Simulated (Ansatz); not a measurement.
# C₃H₇AlS: up Jacob's ladder to CCSD(T)

One table from this session's results is given with a row withheld; the runs are named, their logs left out.

The runs use Ansatz 0.2.0, Gaussian basis; functionals in def2-TZVPP, the program's frozen cores in correlated methods.

Plan: PBE-D4, r2SCAN-D4, PBE0-D4, B3LYP-D4, ωB97X-V, ωB97M-V, B2PLYP; CCSD(T)/def2-TZVPP; MP2/def2-QZVPP; extrapolation to the limit.

### Structure used throughout

An earlier PBE0-D4 in a triple-zeta def2 set relaxation fixed the geometry.

12 atoms, charge 0, spin multiplicity 1.

Atoms are counted from 1 here; the program's logs count them from 0.

Bond lengths: C1–C2 1.493 Å, C1–H6 1.093 Å, C1–H7 1.094 Å, C1–H8 1.098 Å, C2–S3 1.859 Å, C2–C4 1.555 Å, C2–Al5 1.911 Å, S3–Al5 2.394 Å, S3–H9 1.349 Å, C4–Al5 1.928 Å, C4–H10 1.094 Å, C4–H11 1.092 Å, Al5–H12 1.573 Å. Angles: C2–C1–H6 112.2°, C2–C1–H7 108.8°, C2–C1–H8 112.3°, H6–C1–H7 107.4°, H6–C1–H8 108.3°, H7–C1–H8 107.7°, C1–C2–S3 115.7°, C1–C2–C4 121.7°, C1–C2–Al5 158.6°, S3–C2–C4 100.9°, S3–C2–Al5 78.8°, C4–C2–Al5 66.7°, C2–S3–Al5 51.5°, C2–S3–H9 99.0°, Al5–S3–H9 98.5°, C2–C4–Al5 65.5°, C2–C4–H10 118.5°, C2–C4–H11 109.5° and more.

Geometry (Å):

```mol
C3H7AlS
  3D, bonds by distance, orders not assigned

 12 13  0  0  0  0  0  0  0  0999 V2000
   -1.4878    0.4710   -0.0973 C   0  0
   -0.0454    0.0947   -0.0087 C   0  0
    0.8642    0.0059   -1.6274 S   0  0
    0.4131   -1.2321    0.6594 C   0  0
    1.7706    0.1355    0.5849 Al  0  0
   -1.6294    1.4690   -0.5207 H   0  0
   -1.9117    0.4800    0.9110 H   0  0
   -2.0687   -0.2422   -0.6962 H   0  0
    0.8848    1.3202   -1.9297 H   0  0
    0.3316   -2.1603    0.0870 H   0  0
   -0.0816   -1.3429    1.6266 H   0  0
    3.0372    0.9460    1.0451 H   0  0
  1  2  8  0
  1  6  8  0
  1  7  8  0
  1  8  8  0
  2  3  8  0
  2  4  8  0
  2  5  8  0
  3  5  8  0
  3  9  8  0
  4  5  8  0
  4 10  8  0
  4 11  8  0
  5 12  8  0
M  END
```

The first run:

File in.yaml:

```yaml
crystal:
  periodic: [false, false, false]
  atoms:
    - {symbol: C, position_ang: [-1.487812, 0.471006, -0.097276]}
    - {symbol: C, position_ang: [-0.045435, 0.094674, -0.008657]}
    - {symbol: S, position_ang: [0.864218, 0.005928, -1.627362]}
    - {symbol: C, position_ang: [0.413075, -1.232055, 0.659413]}
    - {symbol: Al, position_ang: [1.770594, 0.135544, 0.584892]}
    - {symbol: H, position_ang: [-1.629399, 1.469012, -0.520703]}
    - {symbol: H, position_ang: [-1.911741, 0.479990, 0.911045]}
    - {symbol: H, position_ang: [-2.068663, -0.242233, -0.696241]}
    - {symbol: H, position_ang: [0.884786, 1.320199, -1.929660]}
    - {symbol: H, position_ang: [0.331562, -2.160262, 0.086997]}
    - {symbol: H, position_ang: [-0.081625, -1.342870, 1.626594]}
    - {symbol: H, position_ang: [3.037239, 0.945967, 1.045057]}
basis:
  gaussian: {orbitals: def2-TZVPP}
hamiltonian: {xc: pbe, dispersion: d4}
output: {forces: true, orbitals: {seedname: orbitals}}
```

Command:

```bash
> ansatz run in.yaml --threads 4 --pin off --events-out ev --progress --plain --max-ram 10444MiB
```

Steps of the session up to this table: PBE-D4 (GGA); r2SCAN-D4 (meta-GGA); PBE0-D4 (hybrid); B3LYP-D4 (hybrid); ωB97X-V (range-separated); ωB97M-V (range-separated); B2PLYP (double hybrid); CCSD(T) in def2-TZVPP; MP2 in def2-QZVPP.

One table of the session follows, with a row left open; its other results are not shown here.

It belongs to the step «Atomisation energies». 

```
            method  atomisation energy (eV)
            PBE-D4                   44.890
         r2SCAN-D4                   44.242
           PBE0-D4                   44.265
          B3LYP-D4                   43.757
           ωB97X-V                   44.063
           ωB97M-V                   44.125
            B2PLYP                   43.293
     HF/def2-TZVPP                   31.788
    MP2/def2-TZVPP                   43.443
   CCSD/def2-TZVPP                   42.043
CCSD(T)/def2-TZVPP                   42.774
           MP2/CBS                   44.574
       CCSD(T)/CBS                        ?
```

**Question.** Estimate the row for CCSD(T)/CBS.

**Answer.** atomisation energy (eV): 43.905. In the column «atomisation energy (eV)» it lies between B3LYP-D4 (43.757) and ωB97X-V (44.063).
